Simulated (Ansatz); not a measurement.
# The tungsten atom (quintet): wave-function methods side by side, def2-SVPD, part 2 of 2

Ansatz 0.2.0, Gaussian basis; def2-SVPD, core rule «outside noble gas», up to 4 orbitals frozen. Earlier steps stand in the parts before.

## Step 8: CASSCF and MRCISD+Q, 6 electrons in 6 orbitals

Contents of in.yaml:

```yaml
crystal:
  periodic: [false, false, false]
  atoms:
    - {symbol: W, position_ang: [0.000000, 0.000000, 0.000000]}
basis:
  gaussian: {orbitals: def2-SVPD}
magnetization: {spin_polarized: false, initial_magnetization: 4}
correlation: {method: fic_mrcisd_q, electrons: outside_noble_gas, active_space: {window: {electrons: 6, orbitals: 6}, shells: [{species: W, l: s, shell: 6}, {species: W, l: d, shell: 5}]}}
```

Command:

```sh
> ansatz run in.yaml --threads 1 --pin off --events-out ev --progress --plain --max-ram 2393MiB
```

Output (excerpt; [...] marks lines left out):

```text
Functional definition: HF
  name "HF"
  cite "Fock, Z. Phys. 61, 126 (1930) doi:10.1007/BF01340294"
  parent pbe
[...]
329 factors; integrals over basis functions are off by at most 2.4e-8 eV
[...]
mean field -1804.26075943 eV, -66.3053599373 hartree, gradient 4.8e-6 eV, S^2 6.000000; 11 other end points of the search recorded, 0 dependent functions left out
reference -1804.26075943 eV, -66.3053599373 hartree; 9, 5 occupied and 26, 30 virtual orbitals, 329 factors
state -1804.47371161 eV, -66.3131857854 hartree
contracted CI cycle   1: correlation 0.00000000 eV, 0.0000000000 hartree, residual 1.02e1 eV
contracted CI cycle   2: correlation -2.14074905 eV, -0.0786710766 hartree, residual 1.39e0 eV
contracted CI cycle   3: correlation -2.23169926 eV, -0.0820134352 hartree, residual 5.56e-1 eV
contracted CI cycle   4: correlation -2.24334314 eV, -0.0824413399 hartree, residual 1.43e-1 eV
contracted CI cycle   5: correlation -2.24420258 eV, -0.0824729236 hartree, residual 5.11e-2 eV
contracted CI cycle   6: correlation -2.24429021 eV, -0.0824761439 hartree, residual 1.51e-2 eV
contracted CI cycle   7: correlation -2.24429887 eV, -0.0824764621 hartree, residual 4.81e-3 eV
contracted CI cycle   8: correlation -2.24429962 eV, -0.0824764896 hartree, residual 1.23e-3 eV
contracted CI cycle   9: correlation -2.24429967 eV, -0.0824764916 hartree, residual 3.49e-4 eV
state -1804.47371161 eV, -66.3131857854 hartree; corrected -1806.89128269 eV, -66.4020298839 hartree
Total energy: -1806.89128269 eV, -66.4020298839 hartree
Checks for a lower state left out: starts, orbital_swaps
```

It took 0.79 s on 1 thread of Intel Xeon 6975P-C, shared host.

From the report: 8 determinants; active occupations 1.91, 1.00, 1.00, 1.00, 0.98, 0.10.

## Step 9: CASSCF and MRCISD+Q(relaxed), 6 electrons in 6 orbitals

Contents of in.yaml:

```yaml
crystal:
  periodic: [false, false, false]
  atoms:
    - {symbol: W, position_ang: [0.000000, 0.000000, 0.000000]}
basis:
  gaussian: {orbitals: def2-SVPD}
magnetization: {spin_polarized: false, initial_magnetization: 4}
correlation: {method: fic_mrcisd_q_relaxed, electrons: outside_noble_gas, active_space: {window: {electrons: 6, orbitals: 6}, shells: [{species: W, l: s, shell: 6}, {species: W, l: d, shell: 5}]}}
```

Same command.

Output (excerpt; [...] marks lines left out):

```text
Functional definition: HF
  name "HF"
  cite "Fock, Z. Phys. 61, 126 (1930) doi:10.1007/BF01340294"
  parent pbe
[...]
329 factors; integrals over basis functions are off by at most 2.4e-8 eV
[...]
mean field -1804.26075943 eV, -66.3053599373 hartree, gradient 4.8e-6 eV, S^2 6.000000; 11 other end points of the search recorded, 0 dependent functions left out
reference -1804.26075943 eV, -66.3053599373 hartree; 9, 5 occupied and 26, 30 virtual orbitals, 329 factors
state -1804.47371161 eV, -66.3131857854 hartree
contracted CI cycle   1: correlation 0.00000000 eV, 0.0000000000 hartree, residual 1.02e1 eV
contracted CI cycle   2: correlation -2.14074905 eV, -0.0786710766 hartree, residual 1.40e0 eV
contracted CI cycle   3: correlation -2.23106098 eV, -0.0819899786 hartree, residual 6.75e-1 eV
contracted CI cycle   4: correlation -2.24521430 eV, -0.0825101036 hartree, residual 2.70e-1 eV
contracted CI cycle   5: correlation -2.24777860 eV, -0.0826043398 hartree, residual 8.69e-2 eV
contracted CI cycle   6: correlation -2.24808290 eV, -0.0826155228 hartree, residual 3.21e-2 eV
contracted CI cycle   7: correlation -2.24811459 eV, -0.0826166873 hartree, residual 1.33e-2 eV
contracted CI cycle   8: correlation -2.24812183 eV, -0.0826169535 hartree, residual 5.43e-3 eV
contracted CI cycle   9: correlation -2.24812271 eV, -0.0826169859 hartree, residual 1.59e-3 eV
contracted CI cycle  10: correlation -2.24812280 eV, -0.0826169889 hartree, residual 5.95e-4 eV
state -1804.47371161 eV, -66.3131857854 hartree; corrected -1806.89625874 eV, -66.4022127504 hartree
Total energy: -1806.89625874 eV, -66.4022127504 hartree
Checks for a lower state left out: starts, orbital_swaps
```

It took 0.78 s on 1 thread of Intel Xeon 6975P-C, shared host.

From the report: 8 determinants; active occupations 1.91, 1.00, 1.00, 1.00, 0.98, 0.10.

## Step 10: CASSCF and NEVPT4(SD), 6 electrons in 6 orbitals

Contents of in.yaml:

```yaml
crystal:
  periodic: [false, false, false]
  atoms:
    - {symbol: W, position_ang: [0.000000, 0.000000, 0.000000]}
basis:
  gaussian: {orbitals: def2-SVPD}
magnetization: {spin_polarized: false, initial_magnetization: 4}
correlation: {method: fic_nevpt4_sd, electrons: outside_noble_gas, active_space: {window: {electrons: 6, orbitals: 6}, shells: [{species: W, l: s, shell: 6}, {species: W, l: d, shell: 5}]}}
```

The command is unchanged.

Output (excerpt; [...] marks lines left out):

```text
Functional definition: HF
  name "HF"
  cite "Fock, Z. Phys. 61, 126 (1930) doi:10.1007/BF01340294"
  parent pbe
[...]
329 factors; integrals over basis functions are off by at most 2.4e-8 eV
[...]
mean field -1804.26075943 eV, -66.3053599373 hartree, gradient 4.8e-6 eV, S^2 6.000000; 11 other end points of the search recorded, 0 dependent functions left out
reference -1804.26075943 eV, -66.3053599373 hartree; 9, 5 occupied and 26, 30 virtual orbitals, 329 factors
state -1804.47371161 eV, -66.3131857854 hartree
state -1804.47371161 eV, -66.3131857854 hartree; corrected -1806.73139105 eV, -66.3961539746 hartree
Total energy: -1806.73139105 eV, -66.3961539746 hartree
Checks for a lower state left out: starts, orbital_swaps
```

Run time: 0.76 s. Hardware: 1 thread of Intel Xeon 6975P-C, shared host.

From the report: 8 determinants; active occupations 1.91, 1.00, 1.00, 1.00, 0.98, 0.10.

## Step 11: CASSCF and NEVPT2, 6 electrons in 6 orbitals

Contents of in.yaml:

```yaml
crystal:
  periodic: [false, false, false]
  atoms:
    - {symbol: W, position_ang: [0.000000, 0.000000, 0.000000]}
basis:
  gaussian: {orbitals: def2-SVPD}
magnetization: {spin_polarized: false, initial_magnetization: 4}
correlation: {method: sc_nevpt2, electrons: outside_noble_gas, active_space: {window: {electrons: 6, orbitals: 6}, shells: [{species: W, l: s, shell: 6}, {species: W, l: d, shell: 5}]}}
```

Launched as before.

Output (excerpt; [...] marks lines left out):

```text
Functional definition: HF
  name "HF"
  cite "Fock, Z. Phys. 61, 126 (1930) doi:10.1007/BF01340294"
  parent pbe
[...]
329 factors; integrals over basis functions are off by at most 2.4e-8 eV
[...]
mean field -1804.26075943 eV, -66.3053599373 hartree, gradient 4.8e-6 eV, S^2 6.000000; 11 other end points of the search recorded, 0 dependent functions left out
reference -1804.26075943 eV, -66.3053599373 hartree; 9, 5 occupied and 26, 30 virtual orbitals, 329 factors
state -1804.47371161 eV, -66.3131857854 hartree
state -1804.47371161 eV, -66.3131857854 hartree; corrected -1806.09769160 eV, -66.3728659491 hartree
Total energy: -1806.09769160 eV, -66.3728659491 hartree
Checks for a lower state left out: starts, orbital_swaps
```

Wall time 0.66 s (1 thread of Intel Xeon 6975P-C, shared host).

From the report: 8 determinants; active occupations 1.91, 1.00, 1.00, 1.00, 0.98, 0.10.

## Step 12: Natural occupations

Natural occupations of the CASSCF valence state about the gap (report; correlated orbitals 1 to 6): 1.913, 1.000, 1.000, 1.000, 0.985, 0.103. The count of effectively unpaired electrons, Σ n²(2 − n)², is 4.07; a single determinant of this spin has 4.

## Step 13: The ladder

No level here is safe as a reference; RCCSDT(Q) serves as a yardstick only. Rows without a time come out of other runs: HF, MP2 and CCSD of CCSD(T), CCSDT of CCSDT(Q), CASSCF and MRCISD of the multireference runs.

Differences are taken before rounding.

```
                   method  energy from the lowest RHF (meV)  from RCCSDT(Q) (meV)    time
                      RHF                               0.0               +2607.7        
                      UHF                            -269.9               +2337.9        
                     RMP2                           -2065.9                +541.8        
                     UMP2                           -2173.2                +434.5        
                     CISD                           -2403.2                +204.5   1.4 s
                    RCCSD                           -2478.9                +128.8        
                    UCCSD                           -2584.5                 +23.2        
                 RCCSD(T)                           -2568.7                 +39.1   2.3 s
                 UCCSD(T)                           -2670.1                 -62.4   2.8 s
                   RCCSDT                           -2601.0                  +6.7        
                   UCCSDT                           -2673.6                 -65.9        
                RCCSDT(Q)                           -2607.7                     0     6 s
                UCCSDT(Q)                           -2682.6                 -74.9   7.5 s
           CASSCF valence                            -213.0               +2394.8        
           NEVPT2 valence                           -1837.0                +770.8  0.66 s
       NEVPT4(SD) valence                           -2470.7                +137.1  0.76 s
           MRCISD valence                           -2457.3                +150.5        
         MRCISD+Q valence                           -2630.5                 -22.8  0.79 s
MRCISD+Q(relaxed) valence                           -2635.5                 -27.8  0.78 s
```

Among the levels timed on like hardware and quicker than the yardstick, those that no quicker one beats, quickest first: NEVPT2 valence (0.66 s, +770.8 meV); NEVPT4(SD) valence (0.76 s, +137.1 meV); MRCISD+Q(relaxed) valence (0.78 s, -27.8 meV); MRCISD+Q valence (0.79 s, -22.8 meV).

## Step 14: Results

This closing draws on all 2 parts.

| quantity | value |
| --- | --- |
| RCCSDT(Q) below the RHF energy | -2.6077 eV |
| RMP2 from RCCSDT(Q) | +541.8 meV |
| UMP2 from RCCSDT(Q) | +434.5 meV |
| RCCSD from RCCSDT(Q) | +128.8 meV |
| RCCSD(T) from RCCSDT(Q) | +39.1 meV |
| UCCSD(T) from RCCSDT(Q) | -62.4 meV |
| UCCSDT(Q) from RCCSDT(Q) | -74.9 meV |
| NEVPT2 valence from RCCSDT(Q) | +770.8 meV |
| NEVPT4(SD) valence from RCCSDT(Q) | +137.1 meV |
| MRCISD+Q valence from RCCSDT(Q) | -22.8 meV |
| T1 diagnostic | 0.068 |
| effectively unpaired electrons | 4.07 |

RCCSD(T) lands +39.1 meV from the yardstick (1.5 % of the correlation energy). CCSD(T) misses by +39.1 meV on the restricted determinant and by -62.4 meV on the unrestricted one; the two need not hold the same state or core. The occupations are near whole numbers, but T1 = 0.068 shows that the orbitals relax strongly. Coupled cluster took another determinant than the lowest Hartree-Fock one. Warnings: spin contamination; coupled cluster took another determinant than the lowest; large T1 diagnostic.
